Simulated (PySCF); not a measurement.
# A gas-phase reaction: ClF2GeH + Cl2 → Cl2F2Ge + ClH

What reaction energy should one expect for `[F][GeH]([F])[Cl]` + `ClCl` → `[F][Ge]([F])([Cl])[Cl]` + `Cl`?

Computed with PySCF 2.14.0; each step states its level. No surroundings beyond the atoms listed, unless a continuum is named. Atoms count from 0, parts from 1.

## (1) Starting point

Each species was relaxed by itself at PBE0-D3(BJ)/def2-SVPD.

## (2) Energies of the species: wB97M-D3(BJ)/def2-TZVPD

Job settings and geometry (Å):

```
{"job": {"kind": "react", "xc": "wB97M-D3(BJ)", "basis": "def2-TZVPD"}, "charge": 0, "multiplicity": 1}
-1 ClF2GeH charge 0 multiplicity 1
F     -0.690040    -1.409860     0.648210
Ge     0.115370     0.010970     0.082910
F      1.129830    -0.534470    -1.205640
Cl    -1.354030     1.302140    -0.751380
H      0.943450     0.637430     1.192290

-1 Cl2 charge 0 multiplicity 1
Cl     1.014660     0.006200     0.006570
Cl    -1.014730    -0.004120    -0.005610

+1 Cl2F2Ge charge 0 multiplicity 1
F     -0.977780    -1.133520     0.902650
Ge    -0.004680    -0.048870    -0.008270
F      0.748050    -0.995310    -1.229690
Cl    -1.242300     1.401900    -0.915080
Cl     1.477160     0.775830     1.249690

+1 ClH charge 0 multiplicity 1
Cl     0.644690     0.005040     0.002960
H     -0.643460    -0.003460    -0.007080
```

With the program's defaults for keys left out, this is: wB97M-D3(BJ)/def2-TZVPD reaction energy of separated species, gas phase.

Run with:

```console
$ OMP_NUM_THREADS=1 python cluster_run.py task.json out
```

This one command runs all jobs of the session in turn.

What it wrote:

```text
species 1 (ClF2GeH)
coarse grid: 26808 points
cycle   1  E = -2737.6539672091  dE = -3.742e-01  |g| = 1.047e+00  |ddm| = 1.753e+00
cycle   2  E = -2737.6034511093  dE =  5.052e-02  |g| = 1.341e+00  |ddm| = 1.215e+00
cycle   3  E = -2737.8179149432  dE = -2.145e-01  |g| = 6.985e-02  |ddm| = 6.095e-01
cycle   4  E = -2737.8187044723  dE = -7.895e-04  |g| = 3.719e-02  |ddm| = 6.510e-02
cycle   5  E = -2737.8189049874  dE = -2.005e-04  |g| = 5.903e-03  |ddm| = 2.279e-02
cycle   6  E = -2737.8189168552  dE = -1.187e-05  |g| = 2.096e-03  |ddm| = 8.669e-03
cycle   7  E = -2737.8189182917  dE = -1.436e-06  |g| = 6.165e-04  |ddm| = 2.994e-03
final grid: 53368 points
cycle   8  E = -2737.8188584355  dE = -4.101e-07  |g| = 5.176e-04  |ddm| = 1.926e-03
cycle   9  E = -2737.8188584526  dE = -1.707e-08  |g| = 5.716e-04  |ddm| = 5.667e-04
cycle  10  E = -2737.8188584965  dE = -4.394e-08  |g| = 6.069e-05  |ddm| = 2.597e-04
cycle  11  E = -2737.8188584987  dE = -2.171e-09  |g| = 3.116e-05  |ddm| = 1.071e-04
cycle  12  E = -2737.8188584992  dE = -4.793e-10  |g| = 4.172e-06  |ddm| = 5.491e-05
converged SCF energy = -2737.8188584992

species 2 (Cl2)
coarse grid: 12632 points
cycle   1  E = -920.4762353059  dE =  6.388e-02  |g| = 2.472e-01  |ddm| = 1.180e+00
cycle   2  E = -920.4854152064  dE = -9.180e-03  |g| = 1.551e-01  |ddm| = 2.411e-01
cycle   3  E = -920.4902178390  dE = -4.803e-03  |g| = 1.247e-02  |ddm| = 9.692e-02
cycle   4  E = -920.4902872558  dE = -6.942e-05  |g| = 2.486e-03  |ddm| = 1.204e-02
cycle   5  E = -920.4902916116  dE = -4.356e-06  |g| = 2.987e-04  |ddm| = 3.875e-03
final grid: 23496 points
cycle   6  E = -920.4902475813  dE = -4.831e-08  |g| = 9.186e-05  |ddm| = 4.981e-04
cycle   7  E = -920.4902475848  dE = -3.541e-09  |g| = 4.796e-05  |ddm| = 1.124e-04
cycle   8  E = -920.4902475854  dE = -6.255e-10  |g| = 1.457e-05  |ddm| = 4.220e-05
converged SCF energy = -920.4902475854

species 3 (Cl2F2Ge)
coarse grid: 30648 points
cycle   1  E = -3197.3493875371  dE = -1.316e-01  |g| = 1.085e+00  |ddm| = 1.929e+00
cycle   2  E = -3197.2973496075  dE =  5.204e-02  |g| = 1.380e+00  |ddm| = 1.326e+00
cycle   3  E = -3197.5275866198  dE = -2.302e-01  |g| = 7.126e-02  |ddm| = 6.673e-01
cycle   4  E = -3197.5284365138  dE = -8.499e-04  |g| = 3.910e-02  |ddm| = 6.677e-02
cycle   5  E = -3197.5286617820  dE = -2.253e-04  |g| = 5.536e-03  |ddm| = 2.074e-02
cycle   6  E = -3197.5286709608  dE = -9.179e-06  |g| = 1.983e-03  |ddm| = 6.140e-03
final grid: 59744 points
cycle   7  E = -3197.5285712326  dE = -1.060e-06  |g| = 1.486e-03  |ddm| = 3.141e-03
cycle   8  E = -3197.5285714084  dE = -1.758e-07  |g| = 1.102e-03  |ddm| = 1.448e-03
cycle   9  E = -3197.5285715424  dE = -1.340e-07  |g| = 7.838e-05  |ddm| = 5.928e-04
cycle  10  E = -3197.5285715461  dE = -3.723e-09  |g| = 6.267e-05  |ddm| = 1.408e-04
cycle  11  E = -3197.5285715469  dE = -7.890e-10  |g| = 8.301e-06  |ddm| = 4.905e-05
converged SCF energy = -3197.5285715469

species 4 (ClH)
coarse grid: 8792 points
cycle   1  E = -460.8503332464  dE = -8.165e-02  |g| = 2.169e-01  |ddm| = 7.239e-01
cycle   2  E = -460.8625127621  dE = -1.218e-02  |g| = 1.397e-01  |ddm| = 2.651e-01
cycle   3  E = -460.8670521551  dE = -4.539e-03  |g| = 1.358e-02  |ddm| = 9.818e-02
cycle   4  E = -460.8670932381  dE = -4.108e-05  |g| = 3.364e-03  |ddm| = 9.545e-03
cycle   5  E = -460.8670994866  dE = -6.248e-06  |g| = 8.516e-04  |ddm| = 3.915e-03
final grid: 17120 points
cycle   6  E = -460.8670682254  dE = -3.716e-07  |g| = 3.676e-04  |ddm| = 8.892e-04
cycle   7  E = -460.8670682717  dE = -4.628e-08  |g| = 1.618e-04  |ddm| = 3.981e-04
cycle   8  E = -460.8670682782  dE = -6.573e-09  |g| = 4.221e-05  |ddm| = 1.295e-04
cycle   9  E = -460.8670682796  dE = -1.315e-09  |g| = 3.975e-06  |ddm| = 6.531e-05
cycle  10  E = -460.8670682796  dE = -2.217e-12  |g| = 8.166e-07  |ddm| = 3.313e-06
converged SCF energy = -460.8670682796

Reaction energy = -54.662 kcal/mol
```

Wall time 30 s (1 thread of Arm Neoverse V1, shared host); peak memory 0.76 GiB.

Species by species (with the dispersion term, which the log's SCF energies lack):

```
 ν                 species  energy (Eh)  HOMO (eV)
-1       [F][GeH]([F])[Cl]  -2737.82258     -12.40
-1                    ClCl   -920.49147     -11.18
+1  [F][Ge]([F])([Cl])[Cl]  -3197.53355     -12.53
+1                      Cl   -460.86761     -11.93
```

## (3) Reaction energy: PBE0-D3(BJ)/def2-TZVPD

Settings changed since step 2:

```diff
@@ -1,2 +1,2 @@
-{"job": {"kind": "react", "xc": "wB97M-D3(BJ)", "basis": "def2-TZVPD"}, "charge": 0, "multiplicity": 1}
+{"job": {"kind": "react", "xc": "PBE0", "basis": "def2-TZVPD", "disp": "d3bj"}, "charge": 0, "multiplicity": 1}
 -1 ClF2GeH charge 0 multiplicity 1
```

Level: PBE0-D3(BJ)/def2-TZVPD reaction energy of separated species, gas phase.

What it wrote:

```text
species 1 (ClF2GeH)
coarse grid: 26808 points
cycle   1  E = -2736.9562006551  dE = -2.874e-01  |g| = 1.085e+00  |ddm| = 1.799e+00
cycle   2  E = -2736.6459221377  dE =  3.103e-01  |g| = 1.860e+00  |ddm| = 1.536e+00
cycle   3  E = -2737.1123836475  dE = -4.665e-01  |g| = 1.578e-01  |ddm| = 9.811e-01
cycle   4  E = -2737.1153887422  dE = -3.005e-03  |g| = 5.096e-02  |ddm| = 1.116e-01
cycle   5  E = -2737.1157158805  dE = -3.271e-04  |g| = 7.201e-03  |ddm| = 2.738e-02
cycle   6  E = -2737.1157258844  dE = -1.000e-05  |g| = 2.400e-03  |ddm| = 6.168e-03
cycle   7  E = -2737.1157274332  dE = -1.549e-06  |g| = 2.768e-04  |ddm| = 1.953e-03
final grid: 53368 points
cycle   8  E = -2737.1157859777  dE = -2.852e-07  |g| = 3.289e-04  |ddm| = 1.420e-03
cycle   9  E = -2737.1157859692  dE =  8.472e-09  |g| = 3.749e-04  |ddm| = 5.983e-04
cycle  10  E = -2737.1157860017  dE = -3.252e-08  |g| = 4.535e-05  |ddm| = 3.237e-04
cycle  11  E = -2737.1157860019  dE = -2.274e-10  |g| = 1.353e-05  |ddm| = 2.695e-05
converged SCF energy = -2737.1157860019

species 2 (Cl2)
coarse grid: 3248 points
cycle   1  E = -920.0848700637  dE =  1.014e-01  |g| = 1.608e-01  |ddm| = 1.191e+00
cycle   2  E = -920.0872205343  dE = -2.350e-03  |g| = 8.739e-02  |ddm| = 1.235e-01
cycle   3  E = -920.0886034115  dE = -1.383e-03  |g| = 3.229e-02  |ddm| = 7.027e-02
cycle   4  E = -920.0888545421  dE = -2.511e-04  |g| = 5.427e-04  |ddm| = 2.039e-02
cycle   5  E = -920.0888546514  dE = -1.093e-07  |g| = 2.230e-04  |ddm| = 9.349e-04
final grid: 23496 points
cycle   6  E = -920.0901486042  dE = -8.697e-06  |g| = 2.709e-03  |ddm| = 7.419e-03
cycle   7  E = -920.0901490375  dE = -4.333e-07  |g| = 1.503e-03  |ddm| = 3.011e-03
cycle   8  E = -920.0901492764  dE = -2.389e-07  |g| = 1.100e-04  |ddm| = 1.206e-03
cycle   9  E = -920.0901492790  dE = -2.571e-09  |g| = 4.180e-05  |ddm| = 9.858e-05
cycle  10  E = -920.0901492794  dE = -3.974e-10  |g| = 3.007e-06  |ddm| = 2.417e-05
converged SCF energy = -920.0901492794

species 3 (Cl2F2Ge)
coarse grid: 30648 points
cycle   1  E = -3196.4571975316  dE = -6.471e-02  |g| = 1.116e+00  |ddm| = 1.987e+00
cycle   2  E = -3196.1475783536  dE =  3.096e-01  |g| = 1.886e+00  |ddm| = 1.665e+00
cycle   3  E = -3196.6233047603  dE = -4.757e-01  |g| = 1.533e-01  |ddm| = 1.070e+00
cycle   4  E = -3196.6262215907  dE = -2.917e-03  |g| = 5.862e-02  |ddm| = 1.144e-01
cycle   5  E = -3196.6266597338  dE = -4.381e-04  |g| = 1.042e-02  |ddm| = 3.081e-02
cycle   6  E = -3196.6266847022  dE = -2.497e-05  |g| = 3.170e-03  |ddm| = 9.074e-03
cycle   7  E = -3196.6266872997  dE = -2.597e-06  |g| = 3.823e-04  |ddm| = 2.504e-03
final grid: 59744 points
cycle   8  E = -3196.6266991975  dE = -2.449e-07  |g| = 3.765e-04  |ddm| = 1.313e-03
cycle   9  E = -3196.6266991926  dE =  4.976e-09  |g| = 3.841e-04  |ddm| = 6.621e-04
cycle  10  E = -3196.6266992233  dE = -3.075e-08  |g| = 7.705e-05  |ddm| = 3.593e-04
cycle  11  E = -3196.6266992243  dE = -9.422e-10  |g| = 7.634e-06  |ddm| = 4.213e-05
converged SCF energy = -3196.6266992243

species 4 (ClH)
coarse grid: 2248 points
cycle   1  E = -460.6537840762  dE = -4.644e-02  |g| = 1.882e-01  |ddm| = 7.411e-01
cycle   2  E = -460.6558528402  dE = -2.069e-03  |g| = 1.902e-01  |ddm| = 3.151e-01
cycle   3  E = -460.6653815607  dE = -9.529e-03  |g| = 1.506e-02  |ddm| = 1.513e-01
cycle   4  E = -460.6654036178  dE = -2.206e-05  |g| = 2.693e-03  |ddm| = 7.323e-03
cycle   5  E = -460.6654051656  dE = -1.548e-06  |g| = 1.111e-03  |ddm| = 2.553e-03
final grid: 17120 points
cycle   6  E = -460.6658903369  dE = -4.429e-06  |g| = 2.164e-03  |ddm| = 7.338e-03
cycle   7  E = -460.6658903664  dE = -2.952e-08  |g| = 1.795e-03  |ddm| = 2.512e-03
cycle   8  E = -460.6658909840  dE = -6.177e-07  |g| = 1.533e-04  |ddm| = 1.363e-03
cycle   9  E = -460.6658909909  dE = -6.904e-09  |g| = 2.148e-05  |ddm| = 1.086e-04
cycle  10  E = -460.6658909911  dE = -1.027e-10  |g| = 4.933e-06  |ddm| = 1.681e-05
converged SCF energy = -460.6658909911

Reaction energy = -54.883 kcal/mol
```

Run time: 16 s. Hardware: 1 thread of Arm Neoverse V1, shared host; peak memory 0.68 GiB.

Reaction energy at this level: -54.88 kcal/mol.

## (4) Comparing the runs

Energies in kcal/mol, with wall time:

```
                    run  reaction  time
wB97M-D3(BJ)/def2-TZVPD    -54.66  30 s
 PBE0-D3(BJ)/def2-TZVPD    -54.88  16 s
```

## (5) Results

```
                                                quantity                      value
               reaction energy (wB97M-D3(BJ)/def2-TZVPD)            -54.66 kcal/mol
                     ΔH, ΔG at 298 K (xTB thermal terms)      -54.7, -54.2 kcal/mol
range of the reaction energy over the runs of this table  -54.88 to -54.66 kcal/mol
```

What this shows: The reaction is exothermic by 54.7 kcal/mol in the gas phase; dispersion gives -0.36, and xTB itself gave -34.34 for the electronic energy (xTB energies and thermal terms come from the earlier relaxation of each species, not shown). No barrier was sought. xTB and this level differ widely in the electronic energy, so what comes from xTB (the thermal terms above all) is less safe here. The reaction energy runs from -54.88 (PBE0-D3(BJ)/def2-TZVPD) to -54.66 kcal/mol (wB97M-D3(BJ)/def2-TZVPD).
